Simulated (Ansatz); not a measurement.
**CH6NO2Sb: one species, many methods**

The task here is to estimate one member of a computed series from the others.

Program: Ansatz 0.2.0, Gaussian basis. Level of theory: functionals in def2-TZVPP, the program's frozen cores in correlated methods. These are calculated values, not measurements.

Plan: LDA (SPW92), PBE-D4, revPBE-D4, BLYP-D4, r2SCAN-D4, B97M-V, PBE0-D4, B3LYP-D4, r2SCANh-D4, r2SCAN0-D4, HSE06-D4, BHLYP-D4, CAM-B3LYP-D4, LC-ωPBE, ωB97X-V, ωB97M-V, B2PLYP, PBE-QIDH; CCSD(T)/def2-SVP; CCSD(T)/def2-TZVPP; MP2/def2-QZVPP; extrapolation to the limit; RPA on PBE.

## Structure used throughout

The geometry comes from an earlier relaxation with PBE0-D4 in a triple-zeta def2 set; it is a stationary point, not always the lowest conformer. Sb takes the def2 core potential; no spin-orbit term is included.

11 atoms, charge 0, spin multiplicity 1.

Atoms are counted from 1 here; the program's logs count them from 0.

Bond lengths: O1–C2 1.428 Å, O1–H6 0.961 Å, C2–O3 1.387 Å, C2–N4 1.411 Å, C2–H7 1.103 Å, O3–H8 0.962 Å, N4–Sb5 2.050 Å, N4–H9 1.009 Å, Sb5–H10 1.725 Å, Sb5–H11 1.714 Å. Angles: C2–O1–H6 108.5°, O1–C2–O3 104.7°, O1–C2–N4 115.4°, O1–C2–H7 108.5°, O3–C2–N4 108.0°, O3–C2–H7 111.5°, N4–C2–H7 108.7°, C2–O3–H8 107.1°, C2–N4–Sb5 115.9°, C2–N4–H9 112.9°, Sb5–N4–H9 116.3°, N4–Sb5–H10 97.1°, N4–Sb5–H11 91.1°, H10–Sb5–H11 89.7°.

Set-up of the first run:

in.yaml reads:

```yaml
crystal:
  periodic: [false, false, false]
  atoms:
    - {symbol: O, position_ang: [-1.544242, 0.131896, 0.481588]}
    - {symbol: C, position_ang: [-0.242590, -0.230194, 0.942631]}
    - {symbol: O, position_ang: [-0.253329, -1.616885, 0.971219]}
    - {symbol: N, position_ang: [0.827068, 0.180833, 0.120139]}
    - {symbol: Sb, position_ang: [0.703473, -0.371765, -1.850345]}
    - {symbol: H, position_ang: [-1.629769, 1.088230, 0.528221]}
    - {symbol: H, position_ang: [-0.097489, 0.194016, 1.950253]}
    - {symbol: H, position_ang: [-1.154318, -1.888356, 1.171805]}
    - {symbol: H, position_ang: [1.118537, 1.129694, 0.300320]}
    - {symbol: H, position_ang: [0.052162, 1.109945, -2.446721]}
    - {symbol: H, position_ang: [2.285895, 0.215484, -2.148512]}
basis:
  gaussian: {orbitals: def2-TZVPP}
hamiltonian: {xc: lda}
output: {orbitals: {seedname: orbitals}}
```

The run is started by

```console
> ansatz run in.yaml --threads 4 --pin off --events-out ev --progress --plain --max-ram 10444MiB
```

Among the steps run: LDA; PBE-D4 (GGA); revPBE-D4 (GGA); BLYP-D4 (GGA); r2SCAN-D4 (meta-GGA); B97M-V (meta-GGA); PBE0-D4 (hybrid); B3LYP-D4 (hybrid); r2SCANh-D4 (hybrid); r2SCAN0-D4 (hybrid); HSE06-D4 (hybrid); BHLYP-D4 (hybrid); CAM-B3LYP-D4 (range-separated); LC-ωPBE (range-separated); ωB97X-V (range-separated); ωB97M-V (range-separated); B2PLYP (double hybrid); PBE-QIDH (double hybrid).

One of the session's tables, all rows but one given; the rest of the session is left out.

It belongs to the step «Frontier levels by functional». 

```
  functional  HOMO (eV)  gap (eV)
 LDA (SPW92)      -5.92      4.52
      PBE-D4      -5.75      4.56
   revPBE-D4      -5.69      4.59
     BLYP-D4      -5.64      4.52
   r2SCAN-D4      -6.06      5.13
      B97M-V      -6.18      5.12
     PBE0-D4      -7.16      6.75
    B3LYP-D4      -6.93      6.28
  r2SCANh-D4      -6.59      5.94
  r2SCAN0-D4          ?         ?
    HSE06-D4      -6.76      5.98
    BHLYP-D4      -8.22      8.57
CAM-B3LYP-D4      -8.51      9.01
     LC-ωPBE      -9.75     11.40
     ωB97X-V      -9.46     10.96
     ωB97M-V      -9.36     10.60
```

**Question.** Estimate the row for r2SCAN0-D4.

Worked estimate for «HOMO (eV)». Against the share of exact exchange, r2SCAN-D4 (0, -6.06), r2SCANh-D4 (0.1, -6.59) give a slope of -5.30 per unit share; at 0.25 the line stands at -7.38.

As computed: HOMO (eV): -7.37; gap (eV): 7.12. In «HOMO (eV)» the line misses by -0.01.
